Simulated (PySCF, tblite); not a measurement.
# C5H10GeSe: geometry, infrared bands and NMR shifts

What infrared bands and NMR shifts should C5H10GeSe (`C=CC[Se][GeH2][CH]=C`) show?

The runs use tblite 0.8.0 and PySCF 2.14.0, with density-fitted response routines of our own; the level of theory stands in each step. All values are computed, except where a source is named. Atoms count from 0, in the outputs and in this text.

### Step 1. Starting geometry

17 atoms, charge 0, multiplicity 1; geometry from: force field or distance geometry start.

Bonds of the start (Å): C0–C1 1.33, C1–C2 1.49, C2–Se3 1.95, Se3–Ge4 2.36, Ge4–C5 1.93, C5–C6 1.33, C0–H7 1.08, C0–H8 1.09, C1–H9 1.09, C2–H10 1.11, C2–H11 1.12, Ge4–H12 1.55, Ge4–H13 1.55, C5–H14 1.08, C6–H15 1.10, C6–H16 1.08.

### Step 2. Geometry optimisation with GFN2-xTB

What the job is given:

```
{"job": {"kind": "relax", "xc": "GFN2-xTB", "basis": "xTB"}, "charge": 0, "multiplicity": 1}
C      2.861000     1.348600    -0.273300
C      2.609300     0.041500    -0.283000
C      1.235600    -0.512200    -0.114900
Se     0.564300    -0.164800     1.677600
Ge    -1.488000    -1.232000     1.211800
C     -2.380000    -0.292700    -0.223000
C     -2.688400     0.999500    -0.098000
H      3.871200     1.724700    -0.395200
H      2.048700     2.062100    -0.145700
H      3.436700    -0.653600    -0.412400
H      1.240600    -1.606600    -0.295800
H      0.547800    -0.041700    -0.863300
H     -2.388900    -1.211700     2.478200
H     -1.220400    -2.696100     0.769400
H     -2.616600    -0.813600    -1.134500
H     -2.454500     1.540800     0.827300
H     -3.185200     1.519900    -0.903100
```

Started as:

```bash
$ OMP_NUM_THREADS=1 python probes_run.py task.json out
```

This one command runs all jobs of the session in turn.

**Question.** This job is followed by: GFN2-xTB harmonic vibrations, gas phase; GIAO PBE0/pcSseg-1 NMR shielding, non-relativistic, gas phase. What will the session give for the following? strongest single infrared mode (GFN2-xTB); zero-point energy (GFN2-xTB); 13C shifts against TMS (PBE0/pcSseg-1); 1H shifts against TMS (PBE0/pcSseg-1, means over atoms taken as alike); 77Se shifts against Me2Se (PBE0/pcSseg-1); 73Ge shifts against GeMe4 (PBE0/pcSseg-1); surface potential, 1st and 99th percentile.

As calculated:

| quantity | value |
| --- | --- |
| strongest single infrared mode (GFN2-xTB) | 648 cm⁻¹, 527 km/mol |
| zero-point energy (GFN2-xTB) | 77.7 kcal/mol |
| 13C shifts against TMS (PBE0/pcSseg-1) | 145.8, 144.0, 142.2, 125.4, 37.0 ppm |
| 1H shifts against TMS (PBE0/pcSseg-1, means over atoms taken as alike) | 6.85, 6.75, 6.54, 6.33, 5.59, 5.40, 4.96, 3.29 ppm |
| 77Se shifts against Me2Se (PBE0/pcSseg-1) | -120 ppm |
| 73Ge shifts against GeMe4 (PBE0/pcSseg-1) | -120 ppm |
| surface potential, 1st and 99th percentile | -0.96 V and 0.91 V |

Relaxing lowered the energy by 0.176 eV in 94 steps; the close pair that moved most is C2–Se3, from 1.945 to 2.010 Å. The lowest mode is imaginary (40i cm⁻¹), so the xTB geometry is not a minimum. The strongest single mode, at 648 cm⁻¹, moves mainly H13 and H12. GFN2-xTB is a fitted tight-binding method: band positions and strengths are rough. Its intensities can rank the bands wrongly. At PBE0/pcSseg-1: Shielding is most anisotropic at Se3 (span 897 ppm, paramagnetic term -1123 ppm). By nearest atom (PBE0/pcSseg-1), the HOMO sits on Se3 81 % and the LUMO on C5, C6 about 21 % each; Se3 11 %. Spin-orbit coupling is left out, which matters for shieldings and couplings at and beside the heavy atoms.
